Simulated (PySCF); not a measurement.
**Re²⁺: excitation energy in x2c-TZVPPall plus 1 even-tempered diffuse shell per l**

Aim: the excitation energy of rhenium from differences of total energies, at each level of theory, and how far each lands from the tabulated value where there is one.

Method: unrestricted determinants in a Gaussian basis, no spin-orbit coupling in the energies. Code: PySCF 2.14.0.

### Step 1. The system

* Element: rhenium (Z = 75)
* Basis: x2c-TZVPPall with one added diffuse shell each of s, p, d, f type (12s8p8d4f1g, 113 functions)
* Hamiltonian: scalar relativity by spin-free X2C-1e
* State 1: Re²⁺: [Xe] 4f14 5d4 6s1, high-spin 6D determinant (an excited configuration)
* Needed too, but not shown: Re²⁺ [Xe] 4f14 5d5 (6S)
* Methods: UHF, LDA, PBE, PBE0, r2SCAN, MP2
* Core shells frozen in the correlated runs: valence: [Xe] 4f14; valence and next inner shell: [Kr] 4d10 4f14 (for Re²⁺)

The outer shells:

Re2+ [Xe] 4f14 5d4 6s1
```
[Xe] core
4f [↑↓][↑↓][↑↓][↑↓][↑↓][↑↓][↑↓]
5d [↑ ][↑ ][↑ ][↑ ][  ]
6s [↑ ]
```

The runs were made by one driver on top of PySCF. The scripts below sum up each run's settings (the driver also hands on starting orbitals that pick excited configurations, and frozen orbitals as a list rather than a count), and the logs come from the driver's own runs. The driver starts from symmetry-adapted Hartree-Fock orbitals, holds the occupation by maximum overlap and uses a logarithmic radial grid for functionals, so a plain start would take other cycles.

The integrals over 113 functions and the set-up took 12 s of CPU time.

### Step 2. Re²⁺ [Xe] 4f14 5d4 6s1: the ladder of methods

UHF:

File input.py:

```python
from pyscf import gto, scf, dft, mp, cc
import basis_set_exchange as bse
mol = gto.M(atom="Re 0 0 0", charge=2, spin=5, symmetry="D2h",
            basis=gto.basis.parse(bse.get_basis("x2c-TZVPPall", elements=["Re"], fmt="nwchem", augment_diffuse=1)),
            nucmod="G")
mf = scf.UHF(mol).sfx2c1e()
mf.irrep_nelec = {'Ag': (11, 9), 'B1g': (3, 2), 'B2g': (3, 2), 'B3g': (3, 2), 'Au': (1, 1), 'B1u': (6, 6), 'B2u': (6, 6), 'B3u': (6, 6)}
mf.kernel()
```

The program printed:

```text
damping factor = 0
level_shift factor = 0
DIIS = <class 'pyscf.scf.diis.CDIIS'>
diis_start_cycle = 1
diis_space = 10
diis_damp = 0
SCF conv_tol = 1e-09
SCF conv_tol_grad = None
number electrons alpha = 39  beta = 34
cycle= 1 E= -16687.327849197  delta_E= -0.00377  |g|= 0.0198  |ddm|= 0.0564
cycle= 2 E= -16687.3279645803  delta_E= -0.000115  |g|= 0.00401  |ddm|= 0.0114
cycle= 3 E= -16687.3279698735  delta_E= -5.29e-06  |g|= 0.000544  |ddm|= 0.0038
cycle= 4 E= -16687.3279699143  delta_E= -4.08e-08  |g|= 0.000164  |ddm|= 0.000377
cycle= 5 E= -16687.3279699214  delta_E= -7.13e-09  |g|= 1.83e-05  |ddm|= 0.000274
cycle= 6 E= -16687.3279699216  delta_E= -2e-10  |g|= 3.69e-06  |ddm|= 6.1e-05
converged SCF energy = -16687.3279699216  <S^2> = 8.7558172  2S+1 = 6.0019387
```

It used 3.2 s of CPU time after the integrals (shared host).

The occupied shells:

```tsv
shell	electrons	mean orbital energy (eV)	spread (eV)	rms radius (bohr)
1s α	1	-72079.6	0	0.0204
1s β	1	-72079.6	0	0.0204
2s α	1	-12656.8	0	0.0824
2s β	1	-12656.3	0	0.0824
2p α	3	-11081.5	0.016	0.0751
2p β	3	-11081.0	0.117	0.0751
3s α	1	-3009.7	0	0.210
3s β	1	-3009.5	0	0.210
3p α	3	-2535.1	0.168	0.212
3p β	3	-2534.9	0.217	0.212
3d α	5	-1977.1	0.293	0.194
3d β	5	-1976.7	0.231	0.194
4s α	1	-677.84	0	0.468
4s β	1	-677.21	0	0.468
4p α	3	-518.70	0.296	0.498
4p β	3	-518.15	0.484	0.498
4d α	5	-311.72	0.647	0.538
4d β	5	-310.88	0.591	0.538
5s α	1	-123.33	0	1.11
5s β	1	-118.22	0	1.11
4f α	7	-81.018	0.601	0.671
5p α	3	-80.746	1.096	1.24
4f β	7	-80.345	0.584	0.671
5p β	3	-73.554	1.378	1.24
5d α	4	-31.004	1.238	1.84
6s α	1	-24.704	0	2.92
```

⟨S²⟩ = 8.756, ⟨L²⟩ = 6.02.

Spin-orbit constants on these orbitals (cm⁻¹; bare nucleus, screened nucleus, mean field): 5d 3893, 3374, n/a. To first order in LS coupling the lowest level has J = 1/2 and lies 0.586 eV below the centre of the term.

Spin-orbit coupling, absent here, splits the open shell strongly.

LDA:

Changes to input.py:

```diff
@@ -5,3 +5,3 @@
             nucmod="G")
-mf = scf.UHF(mol).sfx2c1e()
+mf = dft.UKS(mol, xc="LDA,VWN").sfx2c1e()
 mf.irrep_nelec = {'Ag': (11, 9), 'B1g': (3, 2), 'B2g': (3, 2), 'B3g': (3, 2), 'Au': (1, 1), 'B1u': (6, 6), 'B2u': (6, 6), 'B3u': (6, 6)}
```

The program printed:

```text
damping factor = 0
level_shift factor = 0
DIIS = <class 'pyscf.scf.diis.CDIIS'>
diis_start_cycle = 1
diis_space = 10
diis_damp = 0
SCF conv_tol = 1e-09
SCF conv_tol_grad = None
number electrons alpha = 39  beta = 34
XC functionals = LDA,VWN
    P. A. M. Dirac.,  Math. Proc. Cambridge Philos. Soc. 26, 376 (1930)
    F. Bloch.,  Z. Phys. 57, 545 (1929)
    S. H. Vosko, L. Wilk, and M. Nusair.,  Can. J. Phys. 58, 1200 (1980)
cycle= 1 E= -16681.9225592495  delta_E= -0.0332  |g|= 0.338  |ddm|= 0.523
cycle= 2 E= -16681.9199797263  delta_E= 0.00258  |g|= 0.362  |ddm|= 0.281
cycle= 3 E= -16681.9307191527  delta_E= -0.0107  |g|= 0.0135  |ddm|= 0.177
cycle= 4 E= -16681.930753725  delta_E= -3.46e-05  |g|= 0.000512  |ddm|= 0.0153
cycle= 5 E= -16681.9307537756  delta_E= -5.06e-08  |g|= 3.55e-05  |ddm|= 0.000523
cycle= 6 E= -16681.9307537759  delta_E= -2.33e-10  |g|= 1.53e-06  |ddm|= 2.63e-05
converged SCF energy = -16681.9307537759  <S^2> = 8.7508948  2S+1 = 6.0002983
```

CPU time 2.5 s on a shared host, the integrals not counted.

PBE:

Changes to input.py:

```diff
@@ -5,3 +5,3 @@
             nucmod="G")
-mf = dft.UKS(mol, xc="LDA,VWN").sfx2c1e()
+mf = dft.UKS(mol, xc="PBE").sfx2c1e()
 mf.irrep_nelec = {'Ag': (11, 9), 'B1g': (3, 2), 'B2g': (3, 2), 'B3g': (3, 2), 'Au': (1, 1), 'B1u': (6, 6), 'B2u': (6, 6), 'B3u': (6, 6)}
```

The program printed:

```text
damping factor = 0
level_shift factor = 0
DIIS = <class 'pyscf.scf.diis.CDIIS'>
diis_start_cycle = 1
diis_space = 10
diis_damp = 0
SCF conv_tol = 1e-09
SCF conv_tol_grad = None
number electrons alpha = 39  beta = 34
XC functionals = PBE
    J. P. Perdew, K. Burke, and M. Ernzerhof.,  Phys. Rev. Lett. 77, 3865 (1996)
    J. P. Perdew, K. Burke, and M. Ernzerhof.,  Phys. Rev. Lett. 78, 1396 (1997)
    J. P. Perdew, K. Burke, and M. Ernzerhof.,  Phys. Rev. Lett. 77, 3865 (1996)
    J. P. Perdew, K. Burke, and M. Ernzerhof.,  Phys. Rev. Lett. 78, 1396 (1997)
cycle= 1 E= -16692.5448708048  delta_E= -0.0296  |g|= 0.309  |ddm|= 0.487
cycle= 2 E= -16692.5427400365  delta_E= 0.00213  |g|= 0.333  |ddm|= 0.262
cycle= 3 E= -16692.5519120941  delta_E= -0.00917  |g|= 0.0102  |ddm|= 0.162
cycle= 4 E= -16692.5519336333  delta_E= -2.15e-05  |g|= 0.000691  |ddm|= 0.013
cycle= 5 E= -16692.5519336956  delta_E= -6.23e-08  |g|= 3.02e-05  |ddm|= 0.000482
cycle= 6 E= -16692.5519336957  delta_E= -1.16e-10  |g|= 2.1e-06  |ddm|= 2.55e-05
converged SCF energy = -16692.5519336957  <S^2> = 8.7513009  2S+1 = 6.0004336
```

CPU time 4.6 s on a shared host, the integrals not counted.

PBE0:

Changes to input.py:

```diff
@@ -5,3 +5,3 @@
             nucmod="G")
-mf = dft.UKS(mol, xc="PBE").sfx2c1e()
+mf = dft.UKS(mol, xc="PBE0").sfx2c1e()
 mf.irrep_nelec = {'Ag': (11, 9), 'B1g': (3, 2), 'B2g': (3, 2), 'B3g': (3, 2), 'Au': (1, 1), 'B1u': (6, 6), 'B2u': (6, 6), 'B3u': (6, 6)}
```

The program printed:

```text
damping factor = 0
level_shift factor = 0
DIIS = <class 'pyscf.scf.diis.CDIIS'>
diis_start_cycle = 1
diis_space = 10
diis_damp = 0
SCF conv_tol = 1e-09
SCF conv_tol_grad = None
number electrons alpha = 39  beta = 34
XC functionals = PBE0
    C. Adamo and V. Barone.,  J. Chem. Phys. 110, 6158 (1999)
    M. Ernzerhof and G. E. Scuseria.,  J. Chem. Phys. 110, 5029 (1999)
cycle= 1 E= -16692.3330611403  delta_E= -0.0186  |g|= 0.188  |ddm|= 0.372
cycle= 2 E= -16692.3331447781  delta_E= -8.36e-05  |g|= 0.172  |ddm|= 0.158
cycle= 3 E= -16692.3354502777  delta_E= -0.00231  |g|= 0.00718  |ddm|= 0.081
cycle= 4 E= -16692.3354576818  delta_E= -7.4e-06  |g|= 0.000366  |ddm|= 0.00802
cycle= 5 E= -16692.3354577126  delta_E= -3.08e-08  |g|= 2.37e-05  |ddm|= 0.000354
cycle= 6 E= -16692.3354577126  delta_E= -8.37e-11  |g|= 1.92e-06  |ddm|= 4.46e-05
converged SCF energy = -16692.3354577126  <S^2> = 8.7519916  2S+1 = 6.0006638
```

CPU time 6 s on a shared host, the integrals not counted.

r2SCAN:

Changes to input.py:

```diff
@@ -5,3 +5,3 @@
             nucmod="G")
-mf = dft.UKS(mol, xc="PBE0").sfx2c1e()
+mf = dft.UKS(mol, xc="R2SCAN").sfx2c1e()
 mf.irrep_nelec = {'Ag': (11, 9), 'B1g': (3, 2), 'B2g': (3, 2), 'B3g': (3, 2), 'Au': (1, 1), 'B1u': (6, 6), 'B2u': (6, 6), 'B3u': (6, 6)}
```

The program printed:

```text
damping factor = 0
level_shift factor = 0
DIIS = <class 'pyscf.scf.diis.CDIIS'>
diis_start_cycle = 1
diis_space = 10
diis_damp = 0
SCF conv_tol = 1e-09
SCF conv_tol_grad = None
number electrons alpha = 39  beta = 34
XC functionals = R2SCAN
    J. W. Furness, A. D. Kaplan, J. Ning, J. P. Perdew, and J. Sun.,  J. Phys. Chem. Lett. 11, 8208-8215 (2020)
    J. W. Furness, A. D. Kaplan, J. Ning, J. P. Perdew, and J. Sun.,  J. Phys. Chem. Lett. 11, 9248-9248 (2020)
    J. W. Furness, A. D. Kaplan, J. Ning, J. P. Perdew, and J. Sun.,  J. Phys. Chem. Lett. 11, 8208-8215 (2020)
    J. W. Furness, A. D. Kaplan, J. Ning, J. P. Perdew, and J. Sun.,  J. Phys. Chem. Lett. 11, 9248-9248 (2020)
cycle= 1 E= -16692.6463613156  delta_E= -0.0238  |g|= 0.256  |ddm|= 0.485
cycle= 2 E= -16692.6456834854  delta_E= 0.000678  |g|= 0.257  |ddm|= 0.202
cycle= 3 E= -16692.6509728317  delta_E= -0.00529  |g|= 0.00993  |ddm|= 0.121
cycle= 4 E= -16692.6509908275  delta_E= -1.8e-05  |g|= 0.00052  |ddm|= 0.0117
cycle= 5 E= -16692.6509908682  delta_E= -4.07e-08  |g|= 3.57e-05  |ddm|= 0.00055
cycle= 6 E= -16692.6509908684  delta_E= -1.89e-10  |g|= 2.04e-06  |ddm|= 7.22e-05
converged SCF energy = -16692.6509908684  <S^2> = 8.753006  2S+1 = 6.0010019
```

CPU time 8.7 s on a shared host, the integrals not counted.

MP2 (valence):

Changes to input.py:

```diff
@@ -5,4 +5,5 @@
             nucmod="G")
-mf = dft.UKS(mol, xc="R2SCAN").sfx2c1e()
+mf = scf.UHF(mol).sfx2c1e()
 mf.irrep_nelec = {'Ag': (11, 9), 'B1g': (3, 2), 'B2g': (3, 2), 'B3g': (3, 2), 'Au': (1, 1), 'B1u': (6, 6), 'B2u': (6, 6), 'B3u': (6, 6)}
 mf.kernel()
+mp.UMP2(mf, frozen=34).kernel()
```

No log was kept for this step.

CPU time 0.39 s on a shared host, the integrals not counted.

With 5 electrons correlated, the MP2 correlation energy is -0.04462 hartree (-0.04462 same spin, 0.00000 opposite spin); the SCS form gives -0.01487. Largest pairs of shells: 5d-5d -0.0280, 5d-6s -0.0166, 6s-6s 0.0000.

MP2 (valence and next inner shell):

Changes to input.py:

```diff
@@ -8,2 +8,2 @@
 mf.kernel()
-mp.UMP2(mf, frozen=34).kernel()
+mp.UMP2(mf, frozen=30).kernel()
```

This step left no log, only its results.

CPU time 0.99 s on a shared host, the integrals not counted.

With 13 electrons correlated, the MP2 correlation energy is -0.25338 hartree (-0.09727 same spin, -0.15610 opposite spin); the SCS form gives -0.21975. Largest pairs of shells: 5p-5d -0.0941, 5p-5p -0.0620, 5d-5d -0.0280, 5s-5p -0.0194, 5p-6s -0.0175.

Radial density 4πr²ρ of Re²⁺ at UHF, without picture-change correction:

```tsv
r (bohr)	density	spin density
0.000360	3.30	0.000
0.000605	6.77	0.000
0.00102	13.6	0.001
0.00171	26.1	0.002
0.00288	47.0	0.003
0.00485	75.8	0.004
0.00815	101	0.004
0.0137	104	0.000
0.0231	90.3	-0.005
0.0388	118	0.016
0.0652	133	0.118
0.110	108	0.256
0.185	116	-0.001
0.310	66.8	0.313
0.522	64.0	0.074
0.878	20.7	1.065
1.48	8.22	2.968
2.49	1.54	1.361
4.18	0.168	0.168
7.03	7.83e-05	0.000
11.8	9.90e-05	0.000
```

### Step 3. Differences of total energies

Excitation energy: Re²⁺ [Xe] 4f14 5d5 (6S) → Re²⁺ [Xe] 4f14 5d4 6s1 (6D).

```tsv
method	value (eV)
UHF	2.777
LDA	2.313
PBE	2.353
PBE0	2.588
r2SCAN	2.322
MP2 (valence)	2.841
SCS-MP2 (valence)	2.799
MP2 (valence and next inner shell)	2.914
SCS-MP2 (valence and next inner shell)	2.898
```

A first-order spin-orbit estimate (lowest level to lowest level, LS coupling) adds -0.586 eV.

The differences also use runs on Re²⁺ [Xe] 4f14 5d5 (6S), which are not shown here.

### Step 4. Summary of results

| quantity | value |
| --- | --- |
| excitation energy, Re²⁺ → [Xe] 4f14 5d4 6s1 | UHF 2.777, MP2 (valence and next inner shell) 2.914 eV |

The methods span 0.601 eV, from LDA (2.313) to MP2 (valence and next inner shell) (2.914). No reference value is at hand in this session. The basis is finite, and no extrapolation was made.
